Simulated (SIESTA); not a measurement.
MoSeS, 6 atoms in the cell. The structure is trigonal, space group P-3m1 (No. 164). Conventional cell: a = 3.253 Å, b = 3.253 Å, c = 13.617 Å, α = 90.00°, β = 90.00°, γ = 120.00°. Around Mo (site symmetry 3m) lie 3 S at 2.41 Å and 3 Se at 2.53 Å. Around Se (site symmetry 3m) lie 3 Mo at 2.53 Å. S (site symmetry 3m) is surrounded by 3 Mo at 2.41 Å. The cell comes from a database or a generator and needn't be the stable form of this composition.

```yaml
Program: SIESTA 5.4.2
Task: band structure
Functional: PBEsol
Potentials_or_basis: PseudoDojo 0.4 standard (PBEsol files)
Basis: DZP (energy shift 0.003 Ry; two zetas on semicore shells)
Grid_cutoff: 800 Ry
Energy_shift: 0.003 Ry
k_mesh: 9 × 9 × 2
Occupations: fermi-dirac, width 0.05 eV
Spin: no spin polarisation
```

Potentials or basis: PseudoDojo 0.4 standard (PBEsol files), DZP (energy shift 0.003 Ry; two zetas on semicore shells).

Launch:

```sh
$ siesta < MoSeS.fdf > MoSeS.out 2>&1
```

Hardware: 1 thread of Arm Neoverse V2 (shared host).

Task: How long does it take, and how much memory?

Result: Run time: 110 s on 1 thread of Arm Neoverse V2, with other jobs on the host, peak memory 0.53 GiB. Counts: scf iterations 12, k points 86, bands 118.
